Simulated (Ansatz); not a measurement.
# C₃H₇ClSi: basis-set convergence

Aim: see how fast density functionals converge with the basis set for C₃H₇ClSi.

Computed with Ansatz 0.2.0, Gaussian basis. Level: one geometry, several basis sets.

The runs, in order: PBE0-D4/def2-SVP; ωB97M-V/def2-SVP; PBE0-D4/def2-QZVPP; ωB97M-V/def2-QZVPP; the functionals' def2-TZVPP values are taken from earlier runs.

### Step 1. The relaxed structure

All runs share one geometry, relaxed beforehand with PBE0-D4 in a triple-zeta def2 set.

12 atoms, charge 0, spin multiplicity 1.

Atoms are counted from 1 here; the program's logs count them from 0.

Bond lengths: Si1–C2 1.863 Å, Si1–H6 1.486 Å, Si1–H7 1.485 Å, Si1–H8 1.488 Å, C2–C3 1.333 Å, C2–H9 1.090 Å, C3–C4 1.484 Å, C3–H10 1.089 Å, C4–Cl5 1.793 Å, C4–H11 1.087 Å, C4–H12 1.091 Å. Angles: C2–Si1–H6 108.9°, C2–Si1–H7 112.6°, C2–Si1–H8 109.7°, H6–Si1–H7 108.9°, H6–Si1–H8 108.0°, H7–Si1–H8 108.6°, Si1–C2–C3 129.2°, Si1–C2–H9 114.8°, C3–C2–H9 116.0°, C2–C3–C4 125.8°, C2–C3–H10 119.7°, C4–C3–H10 114.5°, C3–C4–Cl5 110.3°, C3–C4–H11 112.7°, C3–C4–H12 111.3°, Cl5–C4–H11 107.0°, Cl5–C4–H12 105.8°, H11–C4–H12 109.4°.

Coordinates:

```xyz
12
C3H7ClSi
Si   -0.8597   -0.4423    1.5643
C     0.7735   -0.0832    0.7430
C     1.0320    0.1849   -0.5369
C     0.0349    0.2211   -1.6353
Cl   -0.0194    1.8544   -2.3739
H    -1.0188    0.4620    2.7331
H    -2.0138   -0.2531    0.6486
H    -0.8745   -1.8441    2.0620
H     1.6330   -0.0857    1.4131
H     2.0531    0.3996   -0.8472
H    -0.9722   -0.0082   -1.2955
H     0.3088   -0.4607   -2.4413
```

### Step 2. PBE0-D4 in def2-SVP

in.yaml reads:

```yaml
crystal:
  periodic: [false, false, false]
  atoms:
    - {symbol: Si, position_ang: [-0.859663, -0.442268, 1.564273]}
    - {symbol: C, position_ang: [0.773540, -0.083243, 0.743035]}
    - {symbol: C, position_ang: [1.031970, 0.184912, -0.536947]}
    - {symbol: C, position_ang: [0.034886, 0.221102, -1.635280]}
    - {symbol: Cl, position_ang: [-0.019367, 1.854365, -2.373907]}
    - {symbol: H, position_ang: [-1.018761, 0.462031, 2.733099]}
    - {symbol: H, position_ang: [-2.013767, -0.253090, 0.648593]}
    - {symbol: H, position_ang: [-0.874463, -1.844075, 2.062040]}
    - {symbol: H, position_ang: [1.633005, -0.085687, 1.413092]}
    - {symbol: H, position_ang: [2.053074, 0.399628, -0.847189]}
    - {symbol: H, position_ang: [-0.972222, -0.008204, -1.295543]}
    - {symbol: H, position_ang: [0.308769, -0.460673, -2.441264]}
basis:
  gaussian: {orbitals: def2-SVP}
hamiltonian: {xc: pbe0, dispersion: d4}
output: {orbitals: {seedname: orbitals}}
```

The runs that follow: ωB97M-V in def2-SVP; PBE0-D4 in def2-QZVPP; ωB97M-V in def2-QZVPP.

**Question.** What will the summary of the whole plan be? Wanted: PBE0-D4: double and triple zeta above quadruple; ωB97M-V: double and triple zeta above quadruple.

**Answer**, as computed:

```
                                       quantity           value
PBE0-D4: double and triple zeta above quadruple  11.46, 0.82 eV
ωB97M-V: double and triple zeta above quadruple  11.60, 0.78 eV
```

**Reading.** For PBE0-D4 the step from double to triple zeta gains 10.64 eV and the next only 0.82 eV. Total energies overstate the basis error of differences, where much of it tends to cancel.
